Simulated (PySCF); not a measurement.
# C2H6BrOSi− (SMILES CCO[SiH-]Br) at 5 levels

We compute a comparison of 5 runs (HF/STO-3G, HF/3-21G, B3LYP/6-31G, PBE0/6-31G, B3LYP/6-31G*) of C2H6BrOSi−. Input form: a Python script.

Program for the calculation: PySCF 2.14.0.

## Step 1: Starting point

C2H6BrOSi− has 11 atoms, charge -1, and is taken as a singlet. As SMILES, `CCO[SiH-]Br`. The coordinates come from a GFN2-xTB relaxation. This is one conformer, not always the lowest.

Bond lengths: C1–C2 1.527 Å, C2–O3 1.360 Å, O3–Si4 1.700 Å, Si4–Br5 2.436 Å, C1–H6 1.089 Å, C1–H7 1.088 Å, C1–H8 1.089 Å, C2–H9 1.109 Å, C2–H10 1.106 Å, Si4–H11 1.489 Å. Some angles: C1–C2–O3 110.8°, C2–O3–Si4 119.7°, O3–Si4–Br5 100.2°, C1–C2–H9 109.1°, C1–C2–H10 108.8°, O3–C2–H9 110.6°, O3–C2–H10 110.7°, C2–C1–H6 109.8°, C2–C1–H7 109.6°, C2–C1–H8 110.4°.

## Step 2: Energy and gradient at HF/STO-3G (run 1)

The input, run.py:

```python
# CCO[SiH-]Br
from pyscf import gto, scf

molecule = gto.Mole()
molecule.atom = '''
C   -1.015120   0.570670   1.248620
C   -0.453850   0.299020  -0.145070
O    0.368900  -0.784200  -0.132220
Si   1.033820  -1.353330  -1.589760
Br   2.776320   0.311380  -1.947130
H   -1.582740  -0.292930   1.592910
H   -0.196740   0.744950   1.944710
H   -1.664600   1.445020   1.232520
H   -1.294810   0.143110  -0.851740
H    0.087670   1.198110  -0.493310
H    1.941150  -2.281790  -0.859530
'''
molecule.max_memory = 1860
molecule.basis = 'sto-3g'
molecule.charge = -1
molecule.verbose = 3
molecule.build()

mf = scf.RHF(molecule)
mf.conv_tol = 1e-10
mf.kernel()
if not mf.converged:
    mf = mf.newton().run(mf.mo_coeff, mf.mo_occ)

etot = mf.e_tot
print(f'total energy: {etot:.8f} hartree')
grad = mf.nuc_grad_method().kernel()
mf.analyze()
```

Started as:

```console
$ OMP_NUM_THREADS=1 python run.py
```

The program printed:

```text
converged SCF energy = -2982.34580938294
total energy: -2982.34580938 hartree
--------------- RHF gradients ---------------
         x                y                z
0 C     0.0074479397    -0.0038322158    -0.0136061364
1 C     0.0148863855    -0.0257013817     0.0341974460
2 O    -0.0337001347     0.0356900205    -0.0295121368
3 Si    -0.0148700181     0.0103250186     0.0223929106
4 Br     0.0089587823     0.0071716106    -0.0066468957
5 H    -0.0006197450    -0.0040772179    -0.0011404246
6 H     0.0036546387    -0.0003656227     0.0000626811
7 H    -0.0006216654     0.0023776901    -0.0035922874
8 H     0.0016896301    -0.0095216688    -0.0044820059
9 H     0.0080134329    -0.0039582026    -0.0016856848
10 H     0.0051607540    -0.0081080303     0.0040125340
----------------------------------------------
**** MO energy ****
MO #1   energy= -484.07814304601   occ= 2
MO #2   energy= -67.6335479654441  occ= 2
MO #3   energy= -62.812129450804   occ= 2
MO #4   energy= -57.3609832318132  occ= 2
MO #5   energy= -57.3599295709568  occ= 2
MO #6   energy= -57.3598872658357  occ= 2
MO #7   energy= -19.9377977456169  occ= 2
MO #8   energy= -10.9125512600828  occ= 2
MO #9   energy= -10.8945801631254  occ= 2
MO #10  energy= -8.77513522199283  occ= 2
MO #11  energy= -6.52353759989916  occ= 2
MO #12  energy= -6.51731221381658  occ= 2
MO #13  energy= -6.51704221691075  occ= 2
MO #14  energy= -5.63926402066999  occ= 2
MO #15  energy= -3.65773038804566  occ= 2
MO #16  energy= -3.6575943395343   occ= 2
MO #17  energy= -3.65586013300907  occ= 2
MO #18  energy= -1.87713418544814  occ= 2
MO #19  energy= -1.87512513603771  occ= 2
MO #20  energy= -1.87489568368585  occ= 2
MO #21  energy= -1.86900527508217  occ= 2
MO #22  energy= -1.8690035434653   occ= 2
MO #23  energy= -1.05293808961991  occ= 2
MO #24  energy= -0.806663494129636 occ= 2
MO #25  energy= -0.622577513712526 occ= 2
MO #26  energy= -0.570802216282256 occ= 2
MO #27  energy= -0.443344167851573 occ= 2
MO #28  energy= -0.438265796325571 occ= 2
MO #29  energy= -0.363324185078623 occ= 2
MO #30  energy= -0.341862229998099 occ= 2
MO #31  energy= -0.332090301776024 occ= 2
MO #32  energy= -0.231309397965439 occ= 2
MO #33  energy= -0.157043203270181 occ= 2
MO #34  energy= -0.128893314562472 occ= 2
MO #35  energy= -0.0808431159577356 occ= 2
MO #36  energy= -0.0440616303957038 occ= 2
MO #37  energy= -0.0398969359362034 occ= 2
MO #38  energy= 0.0469210624490077 occ= 2
MO #39  energy= 0.597355293378568  occ= 0
MO #40  energy= 0.708675368983499  occ= 0
MO #41  energy= 0.789998504887497  occ= 0
MO #42  energy= 0.797293613993897  occ= 0
MO #43  energy= 0.831603456536404  occ= 0
MO #44  energy= 0.874006410223261  occ= 0
MO #45  energy= 0.880918278718483  occ= 0
MO #46  energy= 0.915162858992953  occ= 0
MO #47  energy= 0.932126482666495  occ= 0
MO #48  energy= 1.03809377996186   occ= 0
 ** Mulliken atomic charges  **
charge of    0C =     -0.11193
charge of    1C =      0.05711
charge of    2O =     -0.38101
charge of    3Si =      0.23141
charge of    4Br =     -0.56878
charge of    5H =      0.02020
charge of    6H =      0.02584
charge of    7H =      0.01190
charge of    8H =     -0.01950
charge of    9H =     -0.00500
charge of   10H =     -0.26024

WARN: System has nonzero charge -1; the dipole moment is origin-dependent.
Location of origin: [0. 0. 0.]

Dipole moment(X, Y, Z, Debye): -8.77705,  2.31656,  6.43797
```

Wall time 4.2 s (1 thread of Intel Xeon at 2.70GHz, shared host); peak memory 0.12 GiB.

## Step 3: Energy and forces at HF/3-21G (run 2)

The input, calc.py:

```python
# CCO[SiH-]Br
from pyscf import gto, scf

mol = gto.Mole()
mol.atom = '''
C   -1.015120   0.570670   1.248620
C   -0.453850   0.299020  -0.145070
O    0.368900  -0.784200  -0.132220
Si   1.033820  -1.353330  -1.589760
Br   2.776320   0.311380  -1.947130
H   -1.582740  -0.292930   1.592910
H   -0.196740   0.744950   1.944710
H   -1.664600   1.445020   1.232520
H   -1.294810   0.143110  -0.851740
H    0.087670   1.198110  -0.493310
H    1.941150  -2.281790  -0.859530
'''
mol.verbose = 3
mol.basis = '3-21g'
mol.max_memory = 1860
mol.spin = 0
mol.charge = -1
mol.build()

mf = scf.RHF(mol)
mf.conv_tol = 1e-10
mf.kernel()
if not mf.converged:
    mf = mf.newton().run(mf.mo_coeff, mf.mo_occ)

e_tot = mf.e_tot
print('E(%s) = %.9f' % ('HF', e_tot))
grad = mf.nuc_grad_method().kernel()
mf.analyze()
```

Started as:

```console
$ OMP_NUM_THREADS=1 python calc.py
```

The program printed:

```text
converged SCF energy = -3000.76263524299
[... 13 lines left out ...]
MO #4   energy= -57.7225862559819  occ= 2
[... 6 lines left out ...]
MO #11  energy= -7.1087293248583   occ= 2
[... 6 lines left out ...]
MO #18  energy= -2.83666238176076  occ= 2
[... 6 lines left out ...]
MO #25  energy= -0.762458320854857 occ= 2
[... 6 lines left out ...]
MO #32  energy= -0.353347859809964 occ= 2
[... 6 lines left out ...]
MO #39  energy= 0.323506089995289  occ= 0
[... 6 lines left out ...]
MO #46  energy= 0.524536072737169  occ= 0
[... 6 lines left out ...]
MO #53  energy= 1.05324799674729   occ= 0
[... 6 lines left out ...]
MO #60  energy= 1.274351625683     occ= 0
[... 6 lines left out ...]
MO #67  energy= 1.55265156349696   occ= 0
[... 6 lines left out ...]
MO #74  energy= 3.60700118827281   occ= 0
[... 13 lines left out ...]
WARN: System has nonzero charge -1; the dipole moment is origin-dependent.
Location of origin: [0. 0. 0.]

Dipole moment(X, Y, Z, Debye): -8.43737,  2.94282,  6.97681
```

Wall time 4.8 s (1 thread of Intel Xeon at 2.70GHz, shared host); peak memory 0.15 GiB.

Runs 3 to 4 aren't shown in full; the table further down has their settings and results.

## Step 4: Energy and forces at B3LYP/6-31G(d) (spherical functions) (run 5)

The input, input.py:

```python
from pyscf import gto, dft

molecule = gto.Mole()
molecule.atom = '''
C     -1.918299     1.078410     2.359550
C     -0.857652     0.565066    -0.274143
O      0.697120    -1.481923    -0.249860
Si     1.953637    -2.557423    -3.004211
Br     5.246484     0.588423    -3.679542
H     -2.990945    -0.553557     3.010164
H     -0.371785     1.407751     3.674969
H     -3.145638     2.730692     2.329125
H     -2.446836     0.270439    -1.609555
H      0.165672     2.264100    -0.932221
H      3.668242    -4.311958    -1.624276
'''
molecule.spin = 0
molecule.max_memory = 1860
molecule.verbose = 3
molecule.basis = '6-31g*'
molecule.charge = -1
molecule.unit = 'bohr'
molecule.build()

ks = dft.RKS(molecule, xc='b3lyp')
ks.grids.level = 5
ks.conv_tol = 1e-10
ks.kernel()
if not ks.converged:
    ks = ks.newton().run(ks.mo_coeff, ks.mo_occ)

energy = ks.e_tot
print('E(%s) = %.9f' % ('B3LYP', energy))
grad = ks.nuc_grad_method().kernel()
ks.analyze()
```

Started as:

```console
$ OMP_NUM_THREADS=1 python input.py
```

The program printed:

```text
converged SCF energy = -3018.50682191384
[... 14 lines left out ...]
MO #5   energy= -56.1023909237812  occ= 2
[... 8 lines left out ...]
MO #14  energy= -5.08009401046305  occ= 2
[... 8 lines left out ...]
MO #23  energy= -0.843941077804121 occ= 2
[... 8 lines left out ...]
MO #32  energy= -0.213923103804428 occ= 2
[... 8 lines left out ...]
MO #41  energy= 0.23881009894624   occ= 0
[... 8 lines left out ...]
MO #50  energy= 0.424718533227526  occ= 0
[... 8 lines left out ...]
MO #59  energy= 0.702252523168815  occ= 0
[... 8 lines left out ...]
MO #68  energy= 0.928510016019368  occ= 0
[... 8 lines left out ...]
MO #77  energy= 1.18279258186402   occ= 0
[... 8 lines left out ...]
MO #86  energy= 1.94303026051796   occ= 0
[... 8 lines left out ...]
MO #95  energy= 2.488745158026     occ= 0
[... 8 lines left out ...]
MO #104 energy= 5.05532590712626   occ= 0
[... 13 lines left out ...]
WARN: System has nonzero charge -1; the dipole moment is origin-dependent.
Location of origin: [0. 0. 0.]

Dipole moment(X, Y, Z, Debye): -8.00299,  2.89115,  7.39848
```

Run time: 65 s. Hardware: 1 thread of Intel Xeon at 2.70GHz, shared host; peak memory 1 GiB.

## Step 5: The series

```tsv
run	level	integration grid	energy (Eh)	HOMO energy (eV)	LUMO energy (eV)	HOMO–LUMO gap (eV)	wall time
1	HF/STO-3G	–	-2982.345809	1.28	16.25	14.98	4.2 s
2	HF/3-21G	–	-3000.762635	-2.60	8.80	11.40	4.8 s
3	B3LYP/6-31G	5	-3018.363012	-0.22	4.78	5.00	49 s
4	PBE0/6-31G	5	-3017.716170	-0.44	4.91	5.35	47 s
5	B3LYP/6-31G* (spherical functions)	5	-3018.506822	-0.08	4.97	5.04	65 s
```

## Step 6: Summary of results

| quantity | value |
| --- | --- |
| run 5: total energy | -3018.50682 Eh |
| run 5: HOMO energy | -0.08 eV |
| run 5: LUMO energy | 4.97 eV |
| run 5: HOMO–LUMO gap (to an unbound level, set by the basis) | 5.04 eV |
| run 5: largest force on an atom | 1.363 eV/Å |

In words: The HOMO–LUMO gap runs from 5.00 eV (B3LYP/6-31G) to 14.98 eV (HF/STO-3G). The two ends differ in method and basis. The empty levels of an anion lie above zero and hang on the basis. Totals of different functionals can't be ranked against each other. In run 1 the HOMO lies above zero, so the outermost electron may be held by the basis alone. In run 1 the basis is minimal, so the values are rough. All runs together took 2.8 min, the longest 65 s.
